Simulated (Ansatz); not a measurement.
# CH₄BNOS: how energies converge with the basis set

Aim: see how fast density functionals converge with the basis set for CH₄BNOS.

The runs use Ansatz 0.2.0, Gaussian basis; one geometry, several basis sets.

Plan: PBE0-D4/def2-SVP; ωB97M-V/def2-SVP; PBE0-D4/def2-QZVPP; ωB97M-V/def2-QZVPP; the functionals' def2-TZVPP values are taken from earlier runs.

## Step 1: The geometry

An earlier PBE0-D4 in a triple-zeta def2 set relaxation fixed the geometry.

SMILES `BNC(=O)S`, 9 atoms, charge 0, spin multiplicity 1.

Atoms are counted from 1 here; the program's logs count them from 0.

Bond lengths: B1–N2 1.411 Å, B1–H6 1.193 Å, B1–H7 1.187 Å, N2–C3 1.392 Å, N2–H8 1.010 Å, C3–O4 1.194 Å, C3–S5 1.790 Å, S5–H9 1.340 Å. Angles: N2–B1–H6 116.8°, N2–B1–H7 119.5°, H6–B1–H7 123.7°, B1–N2–C3 125.6°, B1–N2–H8 119.8°, C3–N2–H8 114.6°, N2–C3–O4 125.0°, N2–C3–S5 111.3°, O4–C3–S5 123.7°, C3–S5–H9 93.2°.

As a file:

```
B     0.0972   -0.3403   -1.6826
N    -0.3491   -0.3560   -0.3441
C     0.2347    0.3375    0.7128
O     1.1913    1.0458    0.6222
S    -0.6356    0.0341    2.2477
H    -0.5226   -0.9955   -2.4637
H     1.0486    0.3074   -1.9737
H    -1.1569   -0.9064   -0.0912
H     0.1809    0.8271    2.9555
```

## Step 2: PBE0-D4 in def2-SVP

Input file in.yaml:

```yaml
crystal:
  periodic: [false, false, false]
  atoms:
    - {symbol: B, position_ang: [0.097186, -0.340266, -1.682558]}
    - {symbol: N, position_ang: [-0.349072, -0.355963, -0.344077]}
    - {symbol: C, position_ang: [0.234678, 0.337483, 0.712831]}
    - {symbol: O, position_ang: [1.191256, 1.045787, 0.622210]}
    - {symbol: S, position_ang: [-0.635637, 0.034145, 2.247714]}
    - {symbol: H, position_ang: [-0.522606, -0.995486, -2.463665]}
    - {symbol: H, position_ang: [1.048638, 0.307382, -1.973708]}
    - {symbol: H, position_ang: [-1.156871, -0.906431, -0.091236]}
    - {symbol: H, position_ang: [0.180928, 0.827148, 2.955489]}
basis:
  gaussian: {orbitals: def2-SVP}
hamiltonian: {xc: pbe0, dispersion: d4}
output: {orbitals: {seedname: orbitals}}
```

Launch:

```
$ ansatz run in.yaml --threads 2 --pin off --events-out ev --progress --plain --max-ram 4352MiB
```

After this run come: ωB97M-V in def2-SVP; PBE0-D4 in def2-QZVPP; ωB97M-V in def2-QZVPP.

Q: Predict the results of all the runs planned. Wanted: PBE0-D4: double and triple zeta above quadruple; ωB97M-V: double and triple zeta above quadruple.

The runs gave:

| quantity | value |
| --- | --- |
| PBE0-D4: double and triple zeta above quadruple | 10.42, 0.62 eV |
| ωB97M-V: double and triple zeta above quadruple | 10.58, 0.59 eV |

**Reading.** PBE0-D4 gains 9.80 eV from double to triple zeta, then 0.62 eV more. Total energies overstate the basis error of differences, where much of it tends to cancel.
